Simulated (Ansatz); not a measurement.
# LaNiSi: the cost of one run

Method: DFT r²SCAN, scalar-relativistic, plane waves, PAW, in Ansatz 0.2.0.

**1. The starting structure**

The cell holds 24 atoms (La7NaNi8Si8): a = 7.586 Å, b = 8.380 Å, c = 8.380 Å, α = 90.00°, β = 106.03°, γ = 106.03°.

As a file:

```
CELL_PARAMETERS angstrom
-2.09488 2.09488 -6.98331
8.37952 0.00000 0.00000
0.00000 -8.37952 0.00000
ATOMIC_POSITIONS crystal
Na 0.99157 0.25128 0.24764
La 0.99529 0.74882 0.24882
La 0.99529 0.24882 0.74882
La 0.99529 0.74882 0.74882
La 0.49529 0.12382 0.37382
La 0.49529 0.62382 0.37382
La 0.49529 0.12382 0.87382
La 0.49529 0.62382 0.87382
Ni 0.67598 0.91838 0.16455
Ni 0.67242 0.41875 0.17238
Ni 0.67538 0.91885 0.66885
Ni 0.67538 0.41885 0.66885
Ni 0.18571 0.04965 0.04205
Ni 0.17424 0.54118 0.04377
Ni 0.17200 0.03843 0.54572
Ni 0.17739 0.54388 0.53994
Si 0.84836 0.46532 0.45611
Si 0.84238 0.95520 0.46265
Si 0.83286 0.45607 0.95710
Si 0.83215 0.96193 0.95529
Si 0.33678 0.83419 0.08419
Si 0.33323 0.33606 0.08155
Si 0.33678 0.83419 0.58419
Si 0.33457 0.33502 0.58932
```

The host was relaxed before at r²SCAN: a = 4.199 Å, b = 4.199 Å, c = 14.018 Å, α = 90.00°, β = 90.00°, γ = 90.00° (conventional cell), 20.598 Å³/atom.

Places, in fractions of the supercell: Na in place of La at (0.995, 0.249, 0.249). Its neighbours start displaced at random, with a spread of 0.03 Å in each coordinate.

**2. The perfect crystal in the supercell of 24 atoms**

input.yaml

```yaml
crystal:
  lattice:
    - [-2.0948789402, 2.0948789402, -6.9833127272]
    - [8.3795157607, 0.0, 0.0]
    - [0.0, -8.3795157607, 0.0]
  atoms:
    - { symbol: La, position: [0.9952860995, 0.2488215249, 0.2488215249] }
    - { symbol: La, position: [0.9952860995, 0.7488215249, 0.2488215249] }
    - { symbol: La, position: [0.9952860995, 0.2488215249, 0.7488215249] }
    - { symbol: La, position: [0.9952860995, 0.7488215249, 0.7488215249] }
    - { symbol: La, position: [0.4952860995, 0.1238215249, 0.3738215249] }
    - { symbol: La, position: [0.4952860995, 0.6238215249, 0.3738215249] }
    - { symbol: La, position: [0.4952860995, 0.1238215249, 0.8738215249] }
    - { symbol: La, position: [0.4952860995, 0.6238215249, 0.8738215249] }
    - { symbol: Ni, position: [0.6753819104, 0.9188454776, 0.1688454776] }
    - { symbol: Ni, position: [0.6753819104, 0.4188454776, 0.1688454776] }
    - { symbol: Ni, position: [0.6753819104, 0.9188454776, 0.6688454776] }
    - { symbol: Ni, position: [0.6753819104, 0.4188454776, 0.6688454776] }
    - { symbol: Ni, position: [0.1753819104, 0.0438454776, 0.0438454776] }
    - { symbol: Ni, position: [0.1753819104, 0.5438454776, 0.0438454776] }
    - { symbol: Ni, position: [0.1753819104, 0.0438454776, 0.5438454776] }
    - { symbol: Ni, position: [0.1753819104, 0.5438454776, 0.5438454776] }
    - { symbol: Si, position: [0.8367796101, 0.4591949025, 0.4591949025] }
    - { symbol: Si, position: [0.8367796101, 0.9591949025, 0.4591949025] }
    - { symbol: Si, position: [0.8367796101, 0.4591949025, 0.9591949025] }
    - { symbol: Si, position: [0.8367796101, 0.9591949025, 0.9591949025] }
    - { symbol: Si, position: [0.3367796101, 0.8341949025, 0.0841949025] }
    - { symbol: Si, position: [0.3367796101, 0.3341949025, 0.0841949025] }
    - { symbol: Si, position: [0.3367796101, 0.8341949025, 0.5841949025] }
    - { symbol: Si, position: [0.3367796101, 0.3341949025, 0.5841949025] }
basis:
  ecutwfc: 500
  xc_grid: 3
kpoints:
  mp_grid: { grid: [3, 3, 3], shift: [0.0, 0.0, 0.0] }
hamiltonian:
  xc: r2scan
scf:
  occupations: { method: gaussian, width: 0.05 }
output:
  forces: true
  stress: true
  eigenvalues: true
  write_density: true
  write_potential: true
  elf: true
  volumetric_format: npy
```

The run is started by

```sh
ansatz run input.yaml --threads 8 --pin off --max-ram 14336MiB --backend cpu --events-out ev --progress --plain --runs-dir out
```

**Question.** How long does this run take on 8 threads of Intel Xeon Platinum 8488C (Sapphire Rapids), shared host, and how much memory does it need?

About 29 s, with a peak of 4.2 GiB.
